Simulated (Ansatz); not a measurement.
The system is Si3Au.

```
Si Au
1.0
     0.00000    3.20399    3.20399
     3.20399    0.00000    3.20399
     3.20399    3.20399    0.00000
Si Au
3 1
Cartesian
  3.2040 3.2040 3.2040
  1.6020 1.6020 1.6020
  4.8060 4.8060 4.8060
  0.0000 0.0000 0.0000
```

The cell was built by a generator and needn't be a form met in nature.

Base run:

| Item | Value |
| --- | --- |
| Program | Ansatz 0.2.0 |
| Functional | PBE |
| Potentials or basis | Ansatz PAW |
| Cutoff | 420 eV |
| Density cutoff | 1680 eV |
| k mesh | 5 × 5 × 5 |
| Occupations | fermi-dirac, width 0.05 eV |
| Spin | no spin polarisation |

Its results: band gap on the k mesh none (metal or under the smearing width); pressure 0.6 GPa.

**Question.** The run is repeated on the same cell with these changes: functional from PBE to r2SCAN; cutoff from 420 eV to 500 eV; density cutoff from 1680 eV to 2000 eV; spin from no spin polarisation to spin-orbit coupling, no magnetisation; potential files from those of the base run to others of the same set. What comes out?

**Answer.** Band gap on the k mesh none (metal or under the smearing width); pressure -1.1 GPa.

Several settings changed at once, so the effect can't be laid on one alone.

Caveats: the PAW data sets come from PBE, with cores solved anew for the run's functional, which leaves a small shift of forces and pressure (some runs).

Not every run made on this cell is shown here.
